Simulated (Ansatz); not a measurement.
# Sb2AsSe2: the cost of one run

Method: DFT, PBE, no spin polarisation, plane waves, PAW, in Ansatz 0.2.0.

## Step 1: Geometry

It takes space group C2/m (No. 12, monoclinic). Conventional cell: a = 11.053 Å, b = 4.071 Å, c = 12.842 Å, α = 90.00°, β = 115.25°, γ = 90.00°. Around Sb (site symmetry m) lie 1 Se at 2.60 Å and 2 As at 2.76 Å. Around Sb (site symmetry m) lie 3 Se at 2.47 to 2.77 Å. As (site symmetry m) is surrounded by 1 As at 2.54 Å and 2 Sb at 2.76 Å. Se (site symmetry m) is surrounded by 3 Sb at 2.60 to 2.77 Å. Around Se (site symmetry m) lie 1 Sb at 2.47 Å.

Its coordinates follow in the input file.

It starts from an earlier solution of the starting cell (checkpoint.read).

## Step 2: Relaxing

Input file input.yaml:

```yaml
crystal:
  lattice:
    - [0.0, 4.070617, 0.0]
    - [5.526538, -2.035308, 0.0]
    - [-0.04849, 2.035308, -11.615128]
  atoms:
    - { symbol: Sb, position: [0.9548, 0.7341, 0.8245] }
    - { symbol: Sb, position: [0.0452, 0.2659, 0.1755] }
    - { symbol: Sb, position: [0.8119, 0.2259, 0.6021] }
    - { symbol: Sb, position: [0.1881, 0.7741, 0.3979] }
    - { symbol: As, position: [0.3942, 0.7728, 0.9844] }
    - { symbol: As, position: [0.6058, 0.2272, 0.0156] }
    - { symbol: Se, position: [0.2114, 0.1852, 0.7624] }
    - { symbol: Se, position: [0.7886, 0.8148, 0.2376] }
    - { symbol: Se, position: [0.5937, 0.779, 0.5916] }
    - { symbol: Se, position: [0.4063, 0.221, 0.4084] }
  symmetry: { tolerance: 0.0003 }
kpoints:
  mp_grid: { grid: [6, 6, 6], shift: [0, 0, 0] }
magnetization:
  spin_polarized: false
scf:
  occupations: { method: fermi_dirac }
  lower_state_search: "off"
hamiltonian:
  pseudopotentials: { kind: paw }
  xc: pbe
basis:
  ecutwfc: 420
  fft_grid_basis: typed
relax:
  max_steps: 60
  cell: { p_target: 0.0 }
  f_tol: 0.03
output:
  forces: true
  stress: true
  eigenvalues: true
  bader: false
  populations: true
  elf: true
  write_potential: true
  volumetric_format: npy
  dos:
    e_range: [-12, 8]
    de: 0.05
    projected: { site_lists: { As: [As], Sb: [Sb], Se: [Se] } }
  write_density: true
checkpoint:
  read: saved_state
```

Launch:

```sh
> ansatz run input.yaml --threads 2 --pin off --max-ram 3584MiB --backend cpu --events-out ev --progress --plain --runs-dir out
```

Q: Estimate wall time and peak memory on 2 threads of Intel Xeon Platinum 8488C (Sapphire Rapids), shared host.

About 5.4 min, with a peak of 1.5 GiB.
